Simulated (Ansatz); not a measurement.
# SiH2S2 (SMILES S[Si]S), step by step

We compute a single-point energy (singlet SiH2S2, LC-wPBE/3-21G), then the energy (doublet H, ULC-wPBE/3-21G), then the energy (doublet H, ULC-wPBE/3-21G), then a single-point energy (doublet SiHS2, ULC-wPBE/3-21G), then a single-point energy (doublet SiHS2, ULC-wPBE/3-21G) of H2S2Si and its partners. 

Program for the calculation: Ansatz 0.2.0.

1 further run of the same task is left out (set aside as unsound or not needed).

### 1 The structure to begin with

SiH2S2 has 5 atoms, charge 0, and is taken as a singlet. As SMILES, `S[Si]S`. The coordinates come from a PBE0-D4/def2-TZVP relaxation. This is one conformer, not always the lowest.

Bond lengths: S1–Si2 2.140 Å, Si2–S3 2.145 Å, S1–H4 1.344 Å, S3–H5 1.346 Å. Angles: S1–Si2–S3 98.2°, Si2–S1–H4 94.8°, Si2–S3–H5 101.2°.

### 2 A single-point energy at LC-wPBE/3-21G (run 1)

Contents of job.yaml:

```yaml
crystal:
  periodic: [false, false, false]
  atoms:
    - symbol: S
      position_ang: [-0.640700, -1.023800, -0.541200]
    - symbol: Si
      position_ang: [-0.655200, 0.968900, 0.237800]
    - symbol: S
      position_ang: [1.426500, 1.117300, 0.734200]
    - symbol: H
      position_ang: [-1.954700, -1.042200, -0.825100]
    - symbol: H
      position_ang: [1.874100, -0.093900, 0.352900]
basis:
  gaussian:
    orbitals: 3-21G.json
hamiltonian:
  xc: {name: LC-wPBE}
```

The basis set 3-21G is read from a file made from the Basis Set Exchange's data (not shown).

Run with:

```console
ansatz run job.yaml --threads 1 --pin off --max-ram 2610MiB --events-out events.jsonl --progress --plain --runs-dir runs
```

What it wrote:

```text
Warning: RAYON_NUM_THREADS=1 ignored (pool sized by the plan → 1); use --threads N
Functional definition: LC-wPBE
  name "LC-wPBE"
  parameter omega = 0.4/bohr
  exchange = pbe_x_sr(omega) + exact_x_lr(omega)
  correlation = pbe_c
461 factors; integrals over basis functions are off by at most 5.3e-4 eV
222 factors; integrals over basis functions are off by at most 1.0e-5 eV
mean field evaluation 1: about -29420.4255 eV, gradient 1.7e1 eV
mean field evaluation 2: about -29421.2683 eV, gradient 9.7e0 eV
mean field evaluation 4: about -29421.5500 eV, gradient 2.4e-1 eV
mean field evaluation 8: about -29421.5410 eV, gradient 1.0e-2 eV
mean field -29421.54104510 eV, -1081.2216907706 hartree, gradient 1.6e-5 eV, S^2 0.000000; 0 other end points of the search recorded, 0 dependent functions left out
reference -29421.54104510 eV, -1081.2216907708 hartree; 24, 24 occupied and 19, 19 virtual orbitals, 461 factors
Total energy: -29421.54104510 eV, -1081.2216907708 hartree
```

It took 0.61 s on 1 thread of Intel Xeon 6975P-C (Granite Rapids), shared host.

### 3 The H atom: the energy at ULC-wPBE/3-21G (run 2)

Contents of run.yaml:

```yaml
crystal:
  periodic: [false, false, false]
  atoms:
    - symbol: H
      position_ang: [-1.954700, -1.042200, -0.825100]
basis:
  gaussian: {orbitals: 3-21G.json}
magnetization: {spin_polarized: true, initial_magnetization: 1}
hamiltonian: {xc: {name: LC-wPBE}}
```

The basis set 3-21G is read from a file made from the Basis Set Exchange's data (not shown).

Run the same way, it converges to -0.50131 Eh (log not shown).

### 4 H among ghost functions: a single-point energy at ULC-wPBE/3-21G (with ghost functions) (run 3)

Contents of run.yaml:

```yaml
basis:
  gaussian:
    orbitals: 3-21G.json
    ghost_atoms: [{symbol: S, position_ang: [-0.640700, -1.023800, -0.541200]}, {symbol: Si, position_ang: [-0.655200, 0.968900, 0.237800]}, {symbol: S, position_ang: [1.426500, 1.117300, 0.734200]}, {symbol: H, position_ang: [1.874100, -0.093900, 0.352900]}]
crystal:
  periodic: [false, false, false]
  atoms:
    - symbol: H
      position_ang: [-1.954700, -1.042200, -0.825100]
hamiltonian: {xc: {name: LC-wPBE}}
total_charge: 0
magnetization: {spin_polarized: true, initial_magnetization: 1}
```

The basis set 3-21G is read from a file made from the Basis Set Exchange's data (not shown).

Run the same way, it converges to -0.50253 Eh (log not shown).

### 5 SiHS2: a single-point energy at ULC-wPBE/3-21G (run 4)

Contents of run.yaml:

```yaml
crystal:
  periodic: [false, false, false]
  atoms:
    - {symbol: S, position_ang: [-0.640700, -1.023800, -0.541200]}
    - {symbol: Si, position_ang: [-0.655200, 0.968900, 0.237800]}
    - {symbol: S, position_ang: [1.426500, 1.117300, 0.734200]}
    - {symbol: H, position_ang: [1.874100, -0.093900, 0.352900]}
basis:
  gaussian: {orbitals: 3-21G.json}
magnetization: {spin_polarized: true, initial_magnetization: 1}
hamiltonian: {xc: {name: LC-wPBE}}
```

The basis set 3-21G is read from a file made from the Basis Set Exchange's data (not shown).

Run with:

```console
ansatz run run.yaml --threads 1 --pin off --max-ram 2610MiB --events-out events.jsonl --progress --plain --runs-dir runs
```

What it wrote:

```text
Warning: RAYON_NUM_THREADS=1 ignored (pool sized by the plan → 1); use --threads N
[... 5 set-up lines as earlier in the session ...]
443 factors; integrals over basis functions are off by at most 5.3e-4 eV
209 factors; integrals over basis functions are off by at most 1.1e-5 eV
mean field evaluation 1: about -29401.2948 eV, gradient 1.8e1 eV
mean field evaluation 2: about -29400.3608 eV, gradient 2.4e1 eV
mean field evaluation 4: about -29404.2738 eV, gradient 1.4e0 eV
mean field evaluation 8: about -29404.4729 eV, gradient 3.6e-1 eV
mean field evaluation 16: about -29404.4957 eV, gradient 3.3e-3 eV
mean field evaluation 32: about -29404.4428 eV, gradient 6.7e-1 eV
mean field -29404.49567463 eV, -1080.5952849598 hartree, gradient 1.0e-5 eV, S^2 0.757972; 4 other end points of the search recorded, 0 dependent functions left out
reference -29404.49567464 eV, -1080.5952849600 hartree; 24, 23 occupied and 17, 18 virtual orbitals, 443 factors
Total energy: -29404.49567464 eV, -1080.5952849600 hartree
```

It took 1.6 s on 1 thread of Intel Xeon 6975P-C (Granite Rapids), shared host.

### 6 SiHS2 among ghost functions: a single-point energy at ULC-wPBE/3-21G (with ghost functions) (run 5)

run.yaml: that of step 5 with these lines changed.

```diff
@@ -8,4 +8,9 @@
 basis:
-  gaussian: {orbitals: 3-21G.json}
-magnetization: {spin_polarized: true, initial_magnetization: 1}
-hamiltonian: {xc: {name: LC-wPBE}}
+  gaussian:
+    orbitals: 3-21G.json
+    ghost_atoms: [{symbol: H, position_ang: [-1.954700, -1.042200, -0.825100]}]
+magnetization:
+  spin_polarized: true
+  initial_magnetization: 1
+hamiltonian:
+  xc: {name: LC-wPBE}
```

The basis set 3-21G is read from a file made from the Basis Set Exchange's data (not shown).

Run with:

```console
ansatz run run.yaml --threads 1 --pin off --max-ram 2610MiB --events-out events.jsonl --progress --plain --runs-dir runs
```

What it wrote:

```text
Warning: RAYON_NUM_THREADS=1 ignored (pool sized by the plan → 1); use --threads N
[... 5 set-up lines as earlier in the session ...]
461 factors; integrals over basis functions are off by at most 5.3e-4 eV
222 factors; integrals over basis functions are off by at most 1.0e-5 eV
mean field evaluation 1: about -29401.3888 eV, gradient 1.8e1 eV
mean field evaluation 2: about -29400.4712 eV, gradient 2.4e1 eV
mean field evaluation 4: about -29404.3741 eV, gradient 1.5e0 eV
mean field evaluation 8: about -29404.5779 eV, gradient 3.7e-1 eV
mean field evaluation 16: about -29404.6022 eV, gradient 3.2e-3 eV
mean field evaluation 32: about -29404.5474 eV, gradient 7.2e-1 eV
mean field -29404.60218829 eV, -1080.5991992645 hartree, gradient 9.9e-6 eV, S^2 0.758209; 4 other end points of the search recorded, 0 dependent functions left out
reference -29404.60218830 eV, -1080.5991992646 hartree; 24, 23 occupied and 19, 20 virtual orbitals, 461 factors
Total energy: -29404.60218830 eV, -1080.5991992646 hartree
```

It took 1.8 s on 1 thread of Intel Xeon 6975P-C (Granite Rapids), shared host.

### 7 What came out

```
                                                                                                              quantity           value
                                                                                    run 1, LC-wPBE/3-21G: total energy  -1081.22169 Eh
                                                                                                  H atom: total energy     -0.50131 Eh
                                                                                                          H atom: ⟨S²⟩           0.750
                                                                                 H among ghost functions: total energy     -0.50253 Eh
                                                                                         H among ghost functions: ⟨S²⟩           0.750
                                                                                                   SiHS2: total energy  -1080.59528 Eh
                                                                                                           SiHS2: ⟨S²⟩           0.758
                                                                             SiHS2 among ghost functions: total energy  -1080.59920 Eh
                                                                                     SiHS2 among ghost functions: ⟨S²⟩           0.758
              interaction energy of the rigid parts H and SiHS2 (parts in their own basis; closest atoms 1.34 Å apart)       -3.404 eV
interaction energy of the rigid parts H and SiHS2 (parts in the whole basis, counterpoise; closest atoms 1.34 Å apart)       -3.264 eV
```

The interaction energy of the rigid parts H and SiHS2 (parts in their own basis; closest atoms 1.34 Å apart) is −3.40 eV (−328 kJ/mol): the parts attract. Without counterpoise this holds the superposition error of the basis. The interaction energy of the rigid parts H and SiHS2 (parts in the whole basis, counterpoise; closest atoms 1.34 Å apart) is −3.26 eV (−315 kJ/mol): the parts attract. The basis-set superposition error is 13.5 kJ/mol.
